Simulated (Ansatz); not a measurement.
# CH8BNO3: the cost of one run

Computed with Ansatz 0.2.0, Gaussian basis. Level: the settings change from run to run.

### 1 The molecule

The structure was relaxed beforehand with PBE0-D4 in a triple-zeta def2 set.

SMILES `C[NH2+][B-](O)(O)O`, 14 atoms, charge 0, spin multiplicity 1.

Atoms are counted from 1 here; the program's logs count them from 0.

Bond lengths: C1–N2 1.465 Å, C1–H7 1.091 Å, C1–H8 1.089 Å, C1–H9 1.089 Å, N2–B3 1.701 Å, N2–H10 1.015 Å, N2–H11 1.015 Å, B3–O4 1.432 Å, B3–O5 1.434 Å, B3–O6 1.432 Å, O4–H12 0.958 Å, O5–H13 0.958 Å, O6–H14 0.958 Å. Angles: N2–C1–H7 112.0°, N2–C1–H8 108.1°, N2–C1–H9 108.1°, H7–C1–H8 110.1°, H7–C1–H9 109.8°, H8–C1–H9 108.7°, C1–N2–B3 114.7°, C1–N2–H10 111.1°, C1–N2–H11 111.3°, B3–N2–H10 106.0°, B3–N2–H11 106.3°, H10–N2–H11 107.0°, N2–B3–O4 103.7°, N2–B3–O5 102.1°, N2–B3–O6 104.4°, O4–B3–O5 114.9°, O4–B3–O6 114.7°, O5–B3–O6 114.7° and more.

### 2 BLYP/cc-pVTZ-DK

This run has multiplicity 3, atoms shaken by 0.08 Å, density fitting with cc-pVTZ-jkfit.

Input file in.yaml:

```yaml
crystal:
  periodic: [false, false, false]
  atoms:
    - {symbol: C, position_ang: [-0.112226, -1.447818, 0.833701]}
    - {symbol: N, position_ang: [0.782988, -0.481093, 0.112845]}
    - {symbol: B, position_ang: [-0.237336, 0.866552, -0.433240]}
    - {symbol: O, position_ang: [-0.540526, 1.435637, 0.898996]}
    - {symbol: O, position_ang: [0.978569, 1.585513, -1.207660]}
    - {symbol: O, position_ang: [-1.137710, 0.291285, -1.213959]}
    - {symbol: H, position_ang: [0.522787, -2.412658, 1.114542]}
    - {symbol: H, position_ang: [-0.934897, -1.735123, 0.299925]}
    - {symbol: H, position_ang: [-0.635784, -0.967493, 1.693154]}
    - {symbol: H, position_ang: [1.546551, -0.175990, 0.689348]}
    - {symbol: H, position_ang: [1.138248, -0.911636, -0.682218]}
    - {symbol: H, position_ang: [-1.341236, 1.575007, 0.885132]}
    - {symbol: H, position_ang: [0.983444, 2.449607, -0.817234]}
    - {symbol: H, position_ang: [-1.028691, 0.497776, -2.216193]}
basis:
  gaussian: {orbitals: cc-pVTZ-DK, fitting: {mean_field: cc-pVTZ-jkfit}}
magnetization: {spin_polarized: true, initial_magnetization: 2}
hamiltonian: {xc: {name: BLYP}}
output: {forces: true}
```

Launch:

```bash
$ ansatz run in.yaml --threads 4 --pin off --events-out ev --progress --plain --max-ram 11315MiB
```

What time and memory should one allow on 4 threads of Arm Neoverse V2, shared host?

About 14 s, with a peak of 0.78 GiB.
